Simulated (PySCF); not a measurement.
# N²⁺: excitation energies in x2c-QZVPPall plus 1 even-tempered diffuse shell per l, part 3 of 3

Aim: the excitation energy of nitrogen from differences of total energies, at each level of theory, and how far each lands from the tabulated value where there is one.

PySCF 2.14.0; x2c-QZVPPall plus 1 even-tempered diffuse shell per l, scalar relativity by spin-free X2C-1e. The scripts are equivalent inputs of a driver's runs. The steps go on from the part before.

## Step 6: N²⁺ [He] 2s2 3d1: the ladder of methods

Level: UHF.

input.py

```python
from pyscf import gto, scf, dft, mp, cc
import basis_set_exchange as bse
mol = gto.M(atom="N 0 0 0", charge=2, spin=1, symmetry="D2h",
            basis=gto.basis.parse(bse.get_basis("x2c-QZVPPall", elements=["N"], fmt="nwchem", augment_diffuse=1)),
            nucmod="G")
mf = scf.UHF(mol).sfx2c1e()
mf.irrep_nelec = {'Ag': (2, 2), 'B1g': (1, 0)}
mf.kernel()
```

Output:

```text
damping factor = 0
level_shift factor = 0
DIIS = <class 'pyscf.scf.diis.CDIIS'>
diis_start_cycle = 1
diis_space = 10
diis_damp = 0
SCF conv_tol = 1e-09
SCF conv_tol_grad = None
number electrons alpha = 3  beta = 2
cycle= 1 E= -51.6264490716286  delta_E= -9.47e-05  |g|= 0.00276  |ddm|= 0.00541
cycle= 2 E= -51.6264523589165  delta_E= -3.29e-06  |g|= 0.000567  |ddm|= 0.00103
cycle= 3 E= -51.6264525187541  delta_E= -1.6e-07  |g|= 4.44e-05  |ddm|= 0.000326
cycle= 4 E= -51.626452520277  delta_E= -1.52e-09  |g|= 4.85e-06  |ddm|= 6.62e-05
cycle= 5 E= -51.626452520314  delta_E= -3.7e-11  |g|= 7.39e-07  |ddm|= 1.32e-05
converged SCF energy = -51.626452520314  <S^2> = 0.75006917  2S+1 = 2.0000692
```

It used 1.2 s of CPU time after the integrals (shared host).

The occupied shells:

```csv
shell,electrons,mean orbital energy (eV),spread (eV),rms radius (bohr)
1s β,1,-483.49,0,0.263
1s α,1,-483.47,0,0.263
2s α,1,-65.742,0,1.21
2s β,1,-65.515,0,1.21
3d α,1,-14.009,0,3.34
```

⟨S²⟩ = 0.750, ⟨L²⟩ = 6.00.

Spin-orbit constants on these orbitals (cm⁻¹; bare nucleus, screened nucleus, mean field): 3d 3.905, 1.674, 1.558. To first order in LS coupling the lowest level has J = 3/2 and lies 0.000290 eV below the centre of the term.

Level: LDA.

input.py differs from the last one in:

```diff
@@ -5,3 +5,3 @@
             nucmod="G")
-mf = scf.UHF(mol).sfx2c1e()
+mf = dft.UKS(mol, xc="LDA,VWN").sfx2c1e()
 mf.irrep_nelec = {'Ag': (2, 2), 'B1g': (1, 0)}
```

Output:

```text
damping factor = 0
level_shift factor = 0
DIIS = <class 'pyscf.scf.diis.CDIIS'>
diis_start_cycle = 1
diis_space = 10
diis_damp = 0
SCF conv_tol = 1e-09
SCF conv_tol_grad = None
number electrons alpha = 3  beta = 2
XC functionals = LDA,VWN
    P. A. M. Dirac.,  Math. Proc. Cambridge Philos. Soc. 26, 376 (1930)
    F. Bloch.,  Z. Phys. 57, 545 (1929)
    S. H. Vosko, L. Wilk, and M. Nusair.,  Can. J. Phys. 58, 1200 (1980)
cycle= 1 E= -51.308818562628  delta_E= -0.00612  |g|= 0.0265  |ddm|= 0.0907
cycle= 2 E= -51.3088419181587  delta_E= -2.34e-05  |g|= 0.00214  |ddm|= 0.00488
cycle= 3 E= -51.3088420713414  delta_E= -1.53e-07  |g|= 3.72e-05  |ddm|= 0.000361
cycle= 4 E= -51.3088420718081  delta_E= -4.67e-10  |g|= 4.75e-06  |ddm|= 4.7e-05
converged SCF energy = -51.3088420718081  <S^2> = 0.75007756  2S+1 = 2.0000776
```

It used 0.2 s of CPU time after the integrals (shared host).

Level: PBE.

input.py differs from the last one in:

```diff
@@ -5,3 +5,3 @@
             nucmod="G")
-mf = dft.UKS(mol, xc="LDA,VWN").sfx2c1e()
+mf = dft.UKS(mol, xc="PBE").sfx2c1e()
 mf.irrep_nelec = {'Ag': (2, 2), 'B1g': (1, 0)}
```

Output:

```text
damping factor = 0
level_shift factor = 0
DIIS = <class 'pyscf.scf.diis.CDIIS'>
diis_start_cycle = 1
diis_space = 10
diis_damp = 0
SCF conv_tol = 1e-09
SCF conv_tol_grad = None
number electrons alpha = 3  beta = 2
XC functionals = PBE
    J. P. Perdew, K. Burke, and M. Ernzerhof.,  Phys. Rev. Lett. 77, 3865 (1996)
    J. P. Perdew, K. Burke, and M. Ernzerhof.,  Phys. Rev. Lett. 78, 1396 (1997)
    J. P. Perdew, K. Burke, and M. Ernzerhof.,  Phys. Rev. Lett. 77, 3865 (1996)
    J. P. Perdew, K. Burke, and M. Ernzerhof.,  Phys. Rev. Lett. 78, 1396 (1997)
cycle= 1 E= -51.7284404549266  delta_E= -0.00418  |g|= 0.0111  |ddm|= 0.111
cycle= 2 E= -51.7284669299512  delta_E= -2.65e-05  |g|= 0.000791  |ddm|= 0.00951
cycle= 3 E= -51.7284673792743  delta_E= -4.49e-07  |g|= 0.000147  |ddm|= 0.0015
cycle= 4 E= -51.7284673878609  delta_E= -8.59e-09  |g|= 1.83e-05  |ddm|= 0.000175
cycle= 5 E= -51.7284673879541  delta_E= -9.32e-11  |g|= 4.84e-07  |ddm|= 2.12e-05
converged SCF energy = -51.7284673879541  <S^2> = 0.75011269  2S+1 = 2.0001127
```

CPU time 0.39 s on a shared host, the integrals not counted.

Level: PBE0.

input.py differs from the last one in:

```diff
@@ -5,3 +5,3 @@
             nucmod="G")
-mf = dft.UKS(mol, xc="PBE").sfx2c1e()
+mf = dft.UKS(mol, xc="PBE0").sfx2c1e()
 mf.irrep_nelec = {'Ag': (2, 2), 'B1g': (1, 0)}
```

Output:

```text
damping factor = 0
level_shift factor = 0
DIIS = <class 'pyscf.scf.diis.CDIIS'>
diis_start_cycle = 1
diis_space = 10
diis_damp = 0
SCF conv_tol = 1e-09
SCF conv_tol_grad = None
number electrons alpha = 3  beta = 2
XC functionals = PBE0
    C. Adamo and V. Barone.,  J. Chem. Phys. 110, 6158 (1999)
    M. Ernzerhof and G. E. Scuseria.,  J. Chem. Phys. 110, 5029 (1999)
cycle= 1 E= -51.7295605749307  delta_E= -0.00244  |g|= 0.00784  |ddm|= 0.0818
cycle= 2 E= -51.7295944101173  delta_E= -3.38e-05  |g|= 0.0011  |ddm|= 0.0117
cycle= 3 E= -51.7295959019663  delta_E= -1.49e-06  |g|= 0.000135  |ddm|= 0.00282
cycle= 4 E= -51.7295959249886  delta_E= -2.3e-08  |g|= 2.85e-06  |ddm|= 0.0004
cycle= 5 E= -51.729595924992  delta_E= -3.38e-12  |g|= 2.9e-07  |ddm|= 4.01e-06
converged SCF energy = -51.729595924992  <S^2> = 0.7500857  2S+1 = 2.0000857
```

CPU time 0.51 s on a shared host, the integrals not counted.

Level: r2SCAN.

input.py differs from the last one in:

```diff
@@ -5,3 +5,3 @@
             nucmod="G")
-mf = dft.UKS(mol, xc="PBE0").sfx2c1e()
+mf = dft.UKS(mol, xc="R2SCAN").sfx2c1e()
 mf.irrep_nelec = {'Ag': (2, 2), 'B1g': (1, 0)}
```

Output:

```text
damping factor = 0
level_shift factor = 0
DIIS = <class 'pyscf.scf.diis.CDIIS'>
diis_start_cycle = 1
diis_space = 10
diis_damp = 0
SCF conv_tol = 1e-09
SCF conv_tol_grad = None
number electrons alpha = 3  beta = 2
XC functionals = R2SCAN
    J. W. Furness, A. D. Kaplan, J. Ning, J. P. Perdew, and J. Sun.,  J. Phys. Chem. Lett. 11, 8208-8215 (2020)
    J. W. Furness, A. D. Kaplan, J. Ning, J. P. Perdew, and J. Sun.,  J. Phys. Chem. Lett. 11, 9248-9248 (2020)
    J. W. Furness, A. D. Kaplan, J. Ning, J. P. Perdew, and J. Sun.,  J. Phys. Chem. Lett. 11, 8208-8215 (2020)
    J. W. Furness, A. D. Kaplan, J. Ning, J. P. Perdew, and J. Sun.,  J. Phys. Chem. Lett. 11, 9248-9248 (2020)
cycle= 1 E= -51.7395977658316  delta_E= -0.00211  |g|= 0.00953  |ddm|= 0.0763
cycle= 2 E= -51.7396346725967  delta_E= -3.69e-05  |g|= 0.00148  |ddm|= 0.0109
cycle= 3 E= -51.7396360325519  delta_E= -1.36e-06  |g|= 0.000113  |ddm|= 0.00246
cycle= 4 E= -51.7396360395441  delta_E= -6.99e-09  |g|= 5.05e-06  |ddm|= 0.00019
cycle= 5 E= -51.7396360395504  delta_E= -6.32e-12  |g|= 4.99e-07  |ddm|= 6.01e-06
converged SCF energy = -51.7396360395504  <S^2> = 0.75016719  2S+1 = 2.0001672
```

CPU time 0.83 s on a shared host, the integrals not counted.

Level: B3LYP.

input.py differs from the last one in:

```diff
@@ -5,3 +5,3 @@
             nucmod="G")
-mf = dft.UKS(mol, xc="R2SCAN").sfx2c1e()
+mf = dft.UKS(mol, xc="B3LYP").sfx2c1e()
 mf.irrep_nelec = {'Ag': (2, 2), 'B1g': (1, 0)}
```

Output:

```text
damping factor = 0
level_shift factor = 0
DIIS = <class 'pyscf.scf.diis.CDIIS'>
diis_start_cycle = 1
diis_space = 10
diis_damp = 0
SCF conv_tol = 1e-09
SCF conv_tol_grad = None
number electrons alpha = 3  beta = 2
XC functionals = B3LYP
    P. J. Stephens, F. J. Devlin, C. F. Chabalowski, and M. J. Frisch.,  J. Phys. Chem. 98, 11623 (1994)
cycle= 1 E= -51.7854989500638  delta_E= -0.00304  |g|= 0.00798  |ddm|= 0.0816
cycle= 2 E= -51.785526239124  delta_E= -2.73e-05  |g|= 0.000856  |ddm|= 0.0105
cycle= 3 E= -51.7855269859067  delta_E= -7.47e-07  |g|= 0.000101  |ddm|= 0.00195
cycle= 4 E= -51.7855269942868  delta_E= -8.38e-09  |g|= 7.42e-06  |ddm|= 0.000217
cycle= 5 E= -51.7855269942977  delta_E= -1.09e-11  |g|= 4.98e-07  |ddm|= 5.9e-06
converged SCF energy = -51.7855269942977  <S^2> = 0.75006211  2S+1 = 2.0000621
```

It used 0.55 s of CPU time after the integrals (shared host).

Level: TPSSh.

input.py differs from the last one in:

```diff
@@ -5,3 +5,3 @@
             nucmod="G")
-mf = dft.UKS(mol, xc="B3LYP").sfx2c1e()
+mf = dft.UKS(mol, xc="TPSSH").sfx2c1e()
 mf.irrep_nelec = {'Ag': (2, 2), 'B1g': (1, 0)}
```

Output:

```text
damping factor = 0
level_shift factor = 0
DIIS = <class 'pyscf.scf.diis.CDIIS'>
diis_start_cycle = 1
diis_space = 10
diis_damp = 0
SCF conv_tol = 1e-09
SCF conv_tol_grad = None
number electrons alpha = 3  beta = 2
XC functionals = TPSSH
    V. N. Staroverov, G. E. Scuseria, J. Tao, and J. P. Perdew.,  J. Chem. Phys. 119, 12129 (2003)
cycle= 1 E= -51.792172237683  delta_E= -0.00184  |g|= 0.00715  |ddm|= 0.0893
cycle= 2 E= -51.7921972371349  delta_E= -2.5e-05  |g|= 0.000998  |ddm|= 0.00933
cycle= 3 E= -51.792198036088  delta_E= -7.99e-07  |g|= 0.000113  |ddm|= 0.00203
cycle= 4 E= -51.7921980429249  delta_E= -6.84e-09  |g|= 7.78e-06  |ddm|= 0.000182
cycle= 5 E= -51.7921980429687  delta_E= -4.37e-11  |g|= 3.82e-07  |ddm|= 1.67e-05
converged SCF energy = -51.7921980429687  <S^2> = 0.7500879  2S+1 = 2.0000879
```

CPU time 0.99 s on a shared host, the integrals not counted.

Level: wB97X-V.

input.py differs from the last one in:

```diff
@@ -5,3 +5,3 @@
             nucmod="G")
-mf = dft.UKS(mol, xc="TPSSH").sfx2c1e()
+mf = dft.UKS(mol, xc="WB97X_V").sfx2c1e()
 mf.irrep_nelec = {'Ag': (2, 2), 'B1g': (1, 0)}
```

Output:

```text
damping factor = 0
level_shift factor = 0
DIIS = <class 'pyscf.scf.diis.CDIIS'>
diis_start_cycle = 1
diis_space = 10
diis_damp = 0
SCF conv_tol = 1e-09
SCF conv_tol_grad = None
number electrons alpha = 3  beta = 2
XC functionals = WB97X_V
    N. Mardirossian and M. Head-Gordon.,  Phys. Chem. Chem. Phys. 16, 9904-9924 (2014)
NLC functional = WB97X_V
cycle= 1 E= -51.7841893929913  delta_E= -0.00247  |g|= 0.0101  |ddm|= 0.0783
cycle= 2 E= -51.78432459412  delta_E= -0.000135  |g|= 0.00319  |ddm|= 0.0197
cycle= 3 E= -51.7843438875553  delta_E= -1.93e-05  |g|= 0.00045  |ddm|= 0.00989
cycle= 4 E= -51.7843442767774  delta_E= -3.89e-07  |g|= 1.87e-05  |ddm|= 0.00165
cycle= 5 E= -51.7843442770697  delta_E= -2.92e-10  |g|= 1.06e-06  |ddm|= 4.35e-05
converged SCF energy = -51.7843442770697  <S^2> = 0.75006049  2S+1 = 2.0000605
```

It used 0.94 s of CPU time after the integrals (shared host).

Level: M06-2X.

input.py differs from the last one in:

```diff
@@ -5,3 +5,3 @@
             nucmod="G")
-mf = dft.UKS(mol, xc="WB97X_V").sfx2c1e()
+mf = dft.UKS(mol, xc="M062X").sfx2c1e()
 mf.irrep_nelec = {'Ag': (2, 2), 'B1g': (1, 0)}
```

Output:

```text
damping factor = 0
level_shift factor = 0
DIIS = <class 'pyscf.scf.diis.CDIIS'>
diis_start_cycle = 1
diis_space = 10
diis_damp = 0
SCF conv_tol = 1e-09
SCF conv_tol_grad = None
number electrons alpha = 3  beta = 2
XC functionals = M062X
    Y. Zhao and D. G. Truhlar.,  Theor. Chem. Acc. 120, 215 (2008)
    Y. Zhao and D. G. Truhlar.,  Theor. Chem. Acc. 120, 215 (2008)
cycle= 1 E= -51.7950784731844  delta_E= -0.00378  |g|= 0.00687  |ddm|= 0.0806
cycle= 2 E= -51.7951105515458  delta_E= -3.21e-05  |g|= 0.00099  |ddm|= 0.0111
cycle= 3 E= -51.7951117585231  delta_E= -1.21e-06  |g|= 0.000125  |ddm|= 0.00241
cycle= 4 E= -51.7951117787744  delta_E= -2.03e-08  |g|= 6.97e-06  |ddm|= 0.000347
cycle= 5 E= -51.7951117788057  delta_E= -3.13e-11  |g|= 2.93e-07  |ddm|= 1.57e-05
converged SCF energy = -51.7951117788057  <S^2> = 0.75002285  2S+1 = 2.0000228
```

CPU time 0.95 s on a shared host, the integrals not counted.

## Step 7: N²⁺ [He] 2s2 3d1, continued

Level: MP2 (valence).

Edit input.py of step 6 so:

```diff
@@ -5,4 +5,5 @@
             nucmod="G")
-mf = dft.UKS(mol, xc="M062X").sfx2c1e()
+mf = scf.UHF(mol).sfx2c1e()
 mf.irrep_nelec = {'Ag': (2, 2), 'B1g': (1, 0)}
 mf.kernel()
+mp.UMP2(mf, frozen=1).kernel()
```

The driver printed no log here.

It used 0.1 s of CPU time after the integrals (shared host).

With 3 electrons correlated, the MP2 correlation energy is -0.08134 hartree (-0.00461 same spin, -0.07672 opposite spin); the SCS form gives -0.09361. Largest pairs of shells: 2s-2s -0.0516, 2s-3d -0.0298, 3d-3d 0.0000.

Level: MP2 (valence and next inner shell).

input.py differs from the last one in:

```diff
@@ -8,2 +8,2 @@
 mf.kernel()
-mp.UMP2(mf, frozen=1).kernel()
+mp.UMP2(mf, frozen=0).kernel()
```

The driver printed no log here.

It used 0.11 s of CPU time after the integrals (shared host).

With 5 electrons correlated, the MP2 correlation energy is -0.10095 hartree (-0.00557 same spin, -0.09538 opposite spin); the SCS form gives -0.11631. Largest pairs of shells: 2s-2s -0.0516, 2s-3d -0.0298, 1s-1s -0.0142, 1s-2s -0.0053, 1s-3d -0.0001.

## Step 8: How the shells move

Highest occupied Hartree-Fock shell of each state: N²⁺ [He] 2s1 2p2 2p α at -49.016 eV; N²⁺ [He] 2s1 2p2, s spin flipped 2p α at -45.075 eV; N²⁺ [He] 2s2 3d1 3d α at -14.009 eV.

## Step 9: Differences of total energies

Excitation energy: N²⁺ [He] 2s2 2p1 (2P) → N²⁺ [He] 2s1 2p2 (4P).

| method | value (eV) |
| --- | --- |
| UHF | 5.165 |
| LDA | 6.555 |
| PBE | 6.631 |
| PBE0 | 6.503 |
| r2SCAN | 5.848 |
| B3LYP | 6.999 |
| TPSSh | 6.847 |
| wB97X-V | 7.063 |
| M06-2X | 7.435 |
| MP2 (valence) | 6.443 |
| SCS-MP2 (valence) | 6.922 |
| MP2 (valence and next inner shell) | 6.425 |
| SCS-MP2 (valence and next inner shell) | 6.907 |

Excitation energy: N²⁺ [He] 2s2 2p1 (2P) → N²⁺ [He] 2s1 2p2, s spin flipped.

| method | value (eV) |
| --- | --- |
| UHF | 13.928 |
| LDA | 11.095 |
| PBE | 11.392 |
| PBE0 | 12.048 |
| r2SCAN | 12.052 |
| B3LYP | 11.786 |
| TPSSh | 12.113 |
| wB97X-V | 12.115 |
| M06-2X | 12.112 |
| MP2 (valence) | 13.014 |
| SCS-MP2 (valence) | 12.929 |
| MP2 (valence and next inner shell) | 12.939 |
| SCS-MP2 (valence and next inner shell) | 12.874 |

The upper determinant mixes two multiplicities, so it lies between the two terms.

Excitation energy: N²⁺ [He] 2s2 2p1 (2P) → N²⁺ [He] 2s2 3d1 (2D).

| method | value (eV) |
| --- | --- |
| UHF | 33.299 |
| LDA | 32.676 |
| PBE | 32.582 |
| PBE0 | 32.860 |
| r2SCAN | 33.265 |
| B3LYP | 32.935 |
| TPSSh | 33.046 |
| wB97X-V | 32.977 |
| M06-2X | 32.677 |
| MP2 (valence) | 32.729 |
| SCS-MP2 (valence) | 32.630 |
| MP2 (valence and next inner shell) | 32.767 |
| SCS-MP2 (valence and next inner shell) | 32.659 |

A first-order spin-orbit estimate (lowest level to lowest level, LS coupling) adds 0.014 eV.

The differences also use runs on N²⁺ [He] 2s2 2p1 (2P), which are not shown here.

## Step 10: Summary of results

This closing draws on all 3 parts.

| quantity | value |
| --- | --- |
| excitation energy, N²⁺ → [He] 2s1 2p2 | UHF 5.165, MP2 (valence and next inner shell) 6.425 eV |
| excitation energy, N²⁺ → [He] 2s1 2p2, s spin flipped | UHF 13.928, MP2 (valence and next inner shell) 12.939 eV |
| excitation energy, N²⁺ → [He] 2s2 3d1 | UHF 33.299, MP2 (valence and next inner shell) 32.767 eV |

For the first difference the methods span 2.270 eV, from UHF (5.165) to M06-2X (7.435). No reference value is at hand in this session. All values hold for this basis alone; no basis-set limit was taken.
